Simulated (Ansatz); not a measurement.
# H6N2SSi: basis-set convergence

An exercise on one series of results from a longer session: the logs are not shown, and one member is left open.

Program: Ansatz 0.2.0, Gaussian basis. Level of theory: one geometry, several basis sets. These are calculated values, not measurements.

Levels to be run: PBE0-D4/def2-SVP; ωB97M-V/def2-SVP; PBE0-D4/def2-QZVPP; ωB97M-V/def2-QZVPP; the functionals' def2-TZVPP values are taken from earlier runs.

### The geometry

The geometry comes from an earlier relaxation with PBE0-D4 in a triple-zeta def2 set; it is a stationary point, not always the lowest conformer.

SMILES `N[SiH](N)S`, 10 atoms, charge 0, spin multiplicity 1.

Atoms are counted from 1 here; the program's logs count them from 0.

Bond lengths: N1–Si2 1.707 Å, N1–H5 1.008 Å, N1–H6 1.007 Å, Si2–N3 1.703 Å, Si2–S4 2.151 Å, Si2–H7 1.488 Å, N3–H8 1.006 Å, N3–H9 1.006 Å, S4–H10 1.343 Å. Angles: Si2–N1–H5 120.3°, Si2–N1–H6 119.4°, H5–N1–H6 111.4°, N1–Si2–N3 106.3°, N1–Si2–S4 119.8°, N1–Si2–H7 104.2°, N3–Si2–S4 102.0°, N3–Si2–H7 119.7°, S4–Si2–H7 106.0°, Si2–N3–H8 121.4°, Si2–N3–H9 120.4°, H8–N3–H9 112.8°, Si2–S4–H10 94.0°.

Set-up of the first run:

in.yaml

```yaml
crystal:
  periodic: [false, false, false]
  atoms:
    - {symbol: N, position_ang: [-1.389225, 0.684836, -0.100346]}
    - {symbol: Si, position_ang: [0.192848, 0.121849, 0.207241]}
    - {symbol: N, position_ang: [0.087520, -1.576487, 0.286707]}
    - {symbol: S, position_ang: [1.732806, 0.404848, -1.267389]}
    - {symbol: H, position_ang: [-1.890326, 0.373164, -0.917522]}
    - {symbol: H, position_ang: [-1.632188, 1.632084, 0.140224]}
    - {symbol: H, position_ang: [0.626063, 0.890053, 1.406151]}
    - {symbol: H, position_ang: [0.909433, -2.154422, 0.245016]}
    - {symbol: H, position_ang: [-0.674603, -2.017720, 0.773932]}
    - {symbol: H, position_ang: [2.120771, 1.590496, -0.771213]}
basis:
  gaussian: {orbitals: def2-SVP}
hamiltonian: {xc: pbe0, dispersion: d4}
output: {orbitals: {seedname: orbitals}}
```

The run is started by

```bash
$ ansatz run in.yaml --threads 2 --pin off --events-out ev --progress --plain --max-ram 4352MiB
```

Steps of the session up to this table: PBE0-D4 in def2-SVP; ωB97M-V in def2-SVP; PBE0-D4 in def2-QZVPP; ωB97M-V in def2-QZVPP.

One of the session's tables, all rows but one given; the rest of the session is left out.

It belongs to the step «Functionals by basis». 

| functional | basis | HOMO (eV) | LUMO (eV) |
| --- | --- | --- | --- |
| PBE0-D4 | def2-SVP | ? | ? |
| PBE0-D4 | def2-TZVPP | -7.06 | 0.64 |
| PBE0-D4 | def2-QZVPP | -7.11 | 0.31 |
| ωB97M-V | def2-SVP | -9.04 | 3.08 |
| ωB97M-V | def2-TZVPP | -9.28 | 2.24 |
| ωB97M-V | def2-QZVPP | -9.34 | 1.61 |

**Question.** Estimate the row for PBE0-D4, def2-SVP.

The run gave: HOMO (eV): -6.83; LUMO (eV): 1.21. In the column «HOMO (eV)» it is the highest.
